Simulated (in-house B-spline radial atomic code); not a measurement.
**Te³⁺: excited configurations**

Aim: the energies of several excited configurations of Te³⁺ above a reference configuration, each from its own self-consistent run.

Method: Dirac-Hartree-Fock, average of configuration, Fermi nucleus, basis-set limit. Code: in-house B-spline radial atomic code version 1.

**1. Starting point**

```
element       : tellurium (Z = 52)
charge        : +3
electrons     : 49
configuration : [Kr] 4d10 5s2 5p1
Hamiltonian   : Dirac-Coulomb
nucleus       : Fermi, rms radius 4.742 fm
```

The outer shells:

[Kr] 4d10 5s2 5p1
```
[Kr] core
4d [↑↓][↑↓][↑↓][↑↓][↑↓]
5s [↑↓]
5p [↑ ][  ][  ]
```

The boxes draw the filling by Hund's rule, which heavy ions in jj coupling don't follow; these runs average over all states of the configuration.

The run's settings:

```ini
Z = 52
electrons = 49.0
configuration = [Kr] 4d10 5s2 5p1
hamiltonian = dirac
method = hf
spin_polarised = False
nucleus = fermi
rms_radius = 4.7423
mass_number = 130
atomic_mass = 129.906222745
speed_of_light = 137.035999084
```

The reference is known from an earlier run: -6791.777675 hartree in all. Up to eight levels, counted from the top:

| orbital | occupation | energy (eV) | <r> (bohr) |
| --- | --- | --- | --- |
| 4s1/2 | 2 | -224.33 | 0.7658 |
| 4p1/2 | 2 | -175.09 | 0.8047 |
| 4p3/2 | 4 | -164.98 | 0.8310 |
| 4d3/2 | 4 | -84.758 | 0.9539 |
| 4d5/2 | 6 | -83.181 | 0.9657 |
| 5s1/2 | 2 | -46.485 | 1.959 |
| 5p1/2 | 0.333333 | -37.011 | 2.216 |
| 5p3/2 | 0.666667 | -35.862 | 2.280 |

**2. [Kr] 4d9 5s2 5p1 9p1**

The run's settings:

```ini
Z = 52
electrons = 49.0
configuration = [Kr] 4d9 5s2 5p1 9p1
hamiltonian = dirac
method = hf
spin_polarised = False
nucleus = fermi
rms_radius = 4.7423
mass_number = 130
atomic_mass = 129.906222745
speed_of_light = 137.035999084
```

**3. [Ar] 3d10 4s2 4p5 4d10 5s2 5p1 5d1**

Settings: those of step 2 with these lines changed.

```diff
@@ -2,3 +2,3 @@
 electrons = 49.0
-configuration = [Kr] 4d9 5s2 5p1 9p1
+configuration = [Ar] 3d10 4s2 4p5 4d10 5s2 5p1 5d1
 hamiltonian = dirac
```

**4. Configuration [Ar] 3d9 4s2 4p6 4d10 5s2 5p1 9g1**

Settings: those of step 3 with these lines changed.

```diff
@@ -2,3 +2,3 @@
 electrons = 49.0
-configuration = [Ar] 3d10 4s2 4p5 4d10 5s2 5p1 5d1
+configuration = [Ar] 3d9 4s2 4p6 4d10 5s2 5p1 9g1
 hamiltonian = dirac
```

**5. [Ar] 3d9 4s2 4p6 4d10 5s2 5p1 7g1**

Settings: those of step 4 with these lines changed.

```diff
@@ -2,3 +2,3 @@
 electrons = 49.0
-configuration = [Ar] 3d9 4s2 4p6 4d10 5s2 5p1 9g1
+configuration = [Ar] 3d9 4s2 4p6 4d10 5s2 5p1 7g1
 hamiltonian = dirac
```

**6. [Kr] 4d9 5s2 5p1 8g1**

Settings: those of step 5 with these lines changed.

```diff
@@ -2,3 +2,3 @@
 electrons = 49.0
-configuration = [Ar] 3d9 4s2 4p6 4d10 5s2 5p1 7g1
+configuration = [Kr] 4d9 5s2 5p1 8g1
 hamiltonian = dirac
```

**7. [Ar] 3d10 4s2 4p5 4d10 5s2 5p1 6d1**

Settings: those of step 6 with these lines changed.

```diff
@@ -2,3 +2,3 @@
 electrons = 49.0
-configuration = [Kr] 4d9 5s2 5p1 8g1
+configuration = [Ar] 3d10 4s2 4p5 4d10 5s2 5p1 6d1
 hamiltonian = dirac
```

**Question.** How far above the reference does each configuration lie (order and size, in eV)?

The runs gave:

| net move | configuration | energy above the reference (eV) | with Breit, QED, recoil (eV) | largest <r> (bohr) |
| --- | --- | --- | --- | --- |
| 4d → 9p | [Kr] 4d9 5s2 5p1 9p1 | 75.993 | 76.020 | 16.1 |
| 4d → 8g | [Kr] 4d9 5s2 5p1 8g1 | 77.600 | 77.626 | 21.4 |
| 4p → 5d | [Ar] 3d10 4s2 4p5 4d10 5s2 5p1 5d1 | 142.25 | 142.08 | 3.03 |
| 4p → 6d | [Ar] 3d10 4s2 4p5 4d10 5s2 5p1 6d1 | 152.35 | 152.18 | 5.96 |
| 3d → 7g | [Ar] 3d9 4s2 4p6 4d10 5s2 5p1 7g1 | 614.83 | 614.55 | 15.8 |
| 3d → 9g | [Ar] 3d9 4s2 4p6 4d10 5s2 5p1 9g1 | 616.60 | 616.32 | 27.7 |

Quantum defects of the promoted electron, δ = n − ζ/√(−2ε) with ζ = 4 and ε its orbital energy in hartree:

| promotion | δ |
| --- | --- |
| 4d → 9p | 2.455 |
| 4d → 8g | 0.018 |
| 4p → 6d | 1.821 |
| 3d → 7g | 0.015 |
| 3d → 9g | 0.018 |

**Reading.** The lowest of them is 4d → 9p at 75.993 eV and the highest 3d → 9g at 616.60 eV. 6 of them lie more than 2 % above the ionisation threshold that Koopmans' theorem gives (35.862 eV), where such states can decay by emitting an electron. Of those tabulated, the defect is largest for 9p (2.46) and least for 7g (0.01): low angular momentum penetrates the core, high angular momentum stays outside it. Two partly filled shells share a symmetry and can mix in the average, which may lower the energy, for: 4d → 9p; 4p → 5d; 4p → 6d. These are averages over configurations, without correlation, not spectroscopic levels.
